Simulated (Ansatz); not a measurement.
# C3H6STe: the cost of one run

Program: Ansatz 0.2.0. Level of theory: RKS PBE0/def2-SVP. These are calculated values, not measurements.

### Step 1. The structure to begin with

Bond lengths: C1–Te2 2.090 Å, Te2–C3 2.120 Å, C3–C4 1.496 Å, C3–S5 1.444 Å, C1–H6 1.150 Å, C1–H7 1.148 Å, C1–H8 1.063 Å, C4–H9 1.168 Å, C4–H10 1.042 Å, C4–H11 1.140 Å. Angles (14 of 16 angles, heavy atoms first): C1–Te2–C3 88.9°, Te2–C3–C4 121.5°, Te2–C3–S5 120.1°, C4–C3–S5 118.2°, Te2–C1–H6 110.8°, Te2–C1–H7 109.4°, Te2–C1–H8 112.5°, C3–C4–H9 106.2°, C3–C4–H10 115.6°, C3–C4–H11 106.7°, H6–C1–H7 104.3°, H6–C1–H8 111.1°, H7–C1–H8 108.4°, H9–C4–H10 109.8°.

As a file:

```xyz
11

C    -1.6417    0.8081    0.7630
Te    0.2656    0.8240    1.6163
C     1.0660    0.2613   -0.2646
C     1.2493   -1.1758   -0.6368
S     1.5736    1.2694   -1.1654
H    -2.4333    1.1450    1.5259
H    -1.6951    1.5984   -0.0679
H    -1.8925   -0.1361    0.3437
H     0.7628   -1.7997    0.2220
H     2.2346   -1.4817   -0.7796
H     0.5761   -1.3700   -1.5360
```

### Step 2. Relaxing end A

The input, input.yaml:

```yaml
crystal:
  periodic: [false, false, false]
  atoms:
    - { symbol: C, position_ang: [-1.6417, 0.8081, 0.763] }
    - { symbol: Te, position_ang: [0.2656, 0.824, 1.6163] }
    - { symbol: C, position_ang: [1.066, 0.2613, -0.2646] }
    - { symbol: C, position_ang: [1.2493, -1.1758, -0.6368] }
    - { symbol: S, position_ang: [1.5736, 1.2694, -1.1654] }
    - { symbol: H, position_ang: [-2.4333, 1.145, 1.5259] }
    - { symbol: H, position_ang: [-1.6951, 1.5984, -0.0679] }
    - { symbol: H, position_ang: [-1.8925, -0.1361, 0.3437] }
    - { symbol: H, position_ang: [0.7628, -1.7997, 0.222] }
    - { symbol: H, position_ang: [2.2346, -1.4817, -0.7796] }
    - { symbol: H, position_ang: [0.5761, -1.37, -1.536] }
basis:
  gaussian: { orbitals: def2-SVP }
hamiltonian:
  xc: pbe0
relax:
  f_tol: 0.015
  max_steps: 40
output:
  orbitals: {}
```

Command:

```bash
$ ansatz run input.yaml --threads 2 --pin off --max-ram 3072MiB --backend cpu --events-out ev --progress --plain --runs-dir out
```

Q: Estimate wall time and peak memory on 2 threads of Arm Neoverse V2, shared host.

About 1.7 min, with a peak of 0.3 GiB.
